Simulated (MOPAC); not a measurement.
# One shape, several levels: C2H5FOSn (SMILES F[C]1([SnH3])CO1)

Wanted: a comparison of 3 runs (PM6, PM6-D3H4, PM7) of C2H5FOSn. 

The results are computed with MOPAC 23.2.5.

6 further runs of the same task are left out: 1 that didn't finish, 5 set aside as unsound or not needed.

### Step 1. The system as given

C2H5FOSn: 10 atoms, total charge 0, spin state singlet. SMILES: `F[C]1([SnH3])CO1`. The shape comes from GFN2-xTB, which is rough for such elements, and wasn't checked as a minimum.

Bond lengths: F1–C2 1.369 Å, C2–Sn3 2.173 Å, C2–C4 1.460 Å, C2–O5 1.372 Å, C4–O5 1.402 Å, Sn3–H6 1.662 Å, Sn3–H7 1.654 Å, Sn3–H8 1.655 Å, C4–H9 1.083 Å, C4–H10 1.082 Å. Some angles: F1–C2–Sn3 114.7°, F1–C2–C4 114.8°, F1–C2–O5 113.3°, Sn3–C2–C4 124.5°, Sn3–C2–O5 118.6°, C4–C2–O5 59.3°, C2–C4–O5 57.2°, C2–O5–C4 63.5°, C2–Sn3–H6 108.3°, C2–Sn3–H7 108.0°.

### Step 2. Energy and forces at PM6 (run 1)

Input file calc.mop:

```
PM6 1SCF BONDS GRADIENTS DISP AUX(PRECISION=6) THREADS=1
C2H5FOSn, PM6

F     -1.597790 1    -0.145100 1    -1.169320 1
C     -0.380390 1     0.112560 1    -0.599510 1
Sn     0.210970 1    -1.291480 1     0.950340 1
C      0.036730 1     1.510550 1    -0.651200 1
O      0.564180 1     0.529480 1    -1.502760 1
H      0.328210 1    -0.465300 1     2.387130 1
H      1.688250 1    -1.912380 1     0.540590 1
H     -0.948440 1    -2.466770 1     1.069240 1
H      0.713790 1     1.896110 1     0.101060 1
H     -0.615510 1     2.232320 1    -1.125570 1
```

The run is started by

```console
$ mopac calc.mop
```

calc.out:

```text
MOPAC v23.2.5
PM6 CALCULATION RESULTS
[...]
           Empirical Formula: C2 H5 O F Sn  =    10 atoms
      MOLECULAR POINT GROUP   :   C1
[...]
     SCF FIELD WAS ACHIEVED
[...]
                              SUM =        -16.95239 KCAL/MOL = FINAL HEAT OF FORMATION
          TOTAL ENERGY            =      -1146.64782 EV
          ELECTRONIC ENERGY       =      -3342.75397 EV
          CORE-CORE REPULSION     =       2196.10615 EV
          COSMO AREA              =        131.69 SQUARE ANGSTROMS
          COSMO VOLUME            =        124.74 CUBIC ANGSTROMS
          GRADIENT NORM           =        166.83336          =       52.75734 PER ATOM
          IONIZATION POTENTIAL    =         10.287177 EV
          HOMO LUMO ENERGIES (EV) =        -10.287  0.713
          NO. OF FILLED LEVELS    =         15
          MOLECULAR WEIGHT        =        182.7493         POINT GROUP:  C1
[...]
 DIPOLE           X         Y         Z       TOTAL
 POINT-CHG.     0.731    -1.045     4.721     4.891
 HYBRID        -0.049     0.579    -1.321     1.443
 SUM            0.683    -0.466     3.400     3.499
[...]
 * JOB ENDED NORMALLY *
[...]
```

It took 0.04 s on 1 thread of Arm Neoverse N1, shared host.

### Step 3. Energy and forces at PM6-D3H4 (run 2)

Input file input.mop:

```
PM6-D3H4 1SCF BONDS GRADIENTS DISP THREADS=1 AUX(PRECISION=6)
C2H5FOSn charge 0

F     -1.597790 1    -0.145100 1    -1.169320 1
C     -0.380390 1     0.112560 1    -0.599510 1
Sn     0.210970 1    -1.291480 1     0.950340 1
C      0.036730 1     1.510550 1    -0.651200 1
O      0.564180 1     0.529480 1    -1.502760 1
H      0.328210 1    -0.465300 1     2.387130 1
H      1.688250 1    -1.912380 1     0.540590 1
H     -0.948440 1    -2.466770 1     1.069240 1
H      0.713790 1     1.896110 1     0.101060 1
H     -0.615510 1     2.232320 1    -1.125570 1
```

The run is started by

```console
$ mopac input.mop
```

input.out:

```text
MOPAC v23.2.5
PM6-D3H4 CALCULATION RESULTS
[...]
           Empirical Formula: C2 H5 O F Sn  =    10 atoms
      MOLECULAR POINT GROUP   :   C1
[...]
     SCF FIELD WAS ACHIEVED
[...]
                              SUM =        -16.13715 KCAL/MOL = FINAL HEAT OF FORMATION
          TOTAL ENERGY            =      -1146.64782 EV
          ELECTRONIC ENERGY       =      -3342.75397 EV
          CORE-CORE REPULSION     =       2196.10615 EV
          COSMO AREA              =        131.69 SQUARE ANGSTROMS
          COSMO VOLUME            =        124.74 CUBIC ANGSTROMS
          GRADIENT NORM           =        167.34774          =       52.92000 PER ATOM
          IONIZATION POTENTIAL    =         10.287177 EV
          HOMO LUMO ENERGIES (EV) =        -10.287  0.713
          NO. OF FILLED LEVELS    =         15
          MOLECULAR WEIGHT        =        182.7493         POINT GROUP:  C1
[...]
 DIPOLE           X         Y         Z       TOTAL
 POINT-CHG.     0.731    -1.045     4.721     4.891
 HYBRID        -0.049     0.579    -1.321     1.443
 SUM            0.683    -0.466     3.400     3.499
[...]
 * JOB ENDED NORMALLY *
[...]
```

Run time: 0.04 s. Hardware: 1 thread of Arm Neoverse N1, shared host.

### Step 4. Energy and gradient at PM7 (run 3)

Input file job.mop:

```
PM7 1SCF DISP GRADIENTS BONDS AUX(PRECISION=9) THREADS=1
C2H5FOSn, PM7

F -1.597790 1 -0.145100 1 -1.169320 1
C -0.380390 1 0.112560 1 -0.599510 1
Sn 0.210970 1 -1.291480 1 0.950340 1
C 0.036730 1 1.510550 1 -0.651200 1
O 0.564180 1 0.529480 1 -1.502760 1
H 0.328210 1 -0.465300 1 2.387130 1
H 1.688250 1 -1.912380 1 0.540590 1
H -0.948440 1 -2.466770 1 1.069240 1
H 0.713790 1 1.896110 1 0.101060 1
H -0.615510 1 2.232320 1 -1.125570 1
```

The run is started by

```console
$ mopac job.mop
```

job.out:

```text
MOPAC v23.2.5
PM7 CALCULATION RESULTS
[...]
           Empirical Formula: C2 H5 O F Sn  =    10 atoms
      MOLECULAR POINT GROUP   :   C1
[...]
     SCF FIELD WAS ACHIEVED
[...]
                              SUM =        -24.20208 KCAL/MOL = FINAL HEAT OF FORMATION
          TOTAL ENERGY            =      -1161.04385 EV
          ELECTRONIC ENERGY       =      -3359.38929 EV
          CORE-CORE REPULSION     =       2198.34543 EV
          COSMO AREA              =        131.69 SQUARE ANGSTROMS
          COSMO VOLUME            =        124.74 CUBIC ANGSTROMS
          GRADIENT NORM           =        125.66843          =       39.73985 PER ATOM
          IONIZATION POTENTIAL    =         10.269050 EV
          HOMO LUMO ENERGIES (EV) =        -10.269  2.078
          NO. OF FILLED LEVELS    =         15
          MOLECULAR WEIGHT        =        182.7493         POINT GROUP:  C1
[...]
 DIPOLE           X         Y         Z       TOTAL
 POINT-CHG.     1.306    -1.949     5.465     5.947
 HYBRID        -0.391     1.314    -2.081     2.492
 SUM            0.915    -0.635     3.384     3.563
[...]
 * JOB ENDED NORMALLY *
[...]
```

It took 0.34 s on 1 thread of Arm Neoverse N1, shared host.

### Step 5. Overview of the runs

| run | level | heat of formation (kcal/mol) | dipole moment (D) | HOMO energy (eV) | LUMO energy (eV) | wall time |
| --- | --- | --- | --- | --- | --- | --- |
| 1 | PM6 | -16.95 | 3.50 | -10.29 | 0.71 | 0.04 s |
| 2 | PM6-D3H4 | -16.14 | 3.50 | -10.29 | 0.71 | 0.04 s |
| 3 | PM7 | -24.20 | 3.56 | -10.27 | 2.08 | 0.34 s |

### Step 6. Results

| quantity | value |
| --- | --- |
| run 3: total energy | -42.66757 Eh |
| run 3: dipole moment | 3.56 D |
| run 3: HOMO energy | -10.27 eV |
| run 3: LUMO energy | 2.08 eV |
| run 3: HOMO–LUMO gap | 12.35 eV |
| run 3: dispersion energy | -1.47 kJ/mol |
| run 3: heat of formation at this unrelaxed shape | -24.2 kcal/mol |
| run 3: largest force on an atom | 3.513 eV/Å |

**Reading.** The dipole moment (its size) runs from 3.50 D (PM6) to 3.56 D (PM7). The HOMO–LUMO gap runs from 11.00 eV (PM6) to 12.35 eV (PM7). Force-field and semi-empirical energies have zeros of their own, so their totals don't compare. All runs together took 0.42 s, the longest 0.34 s.
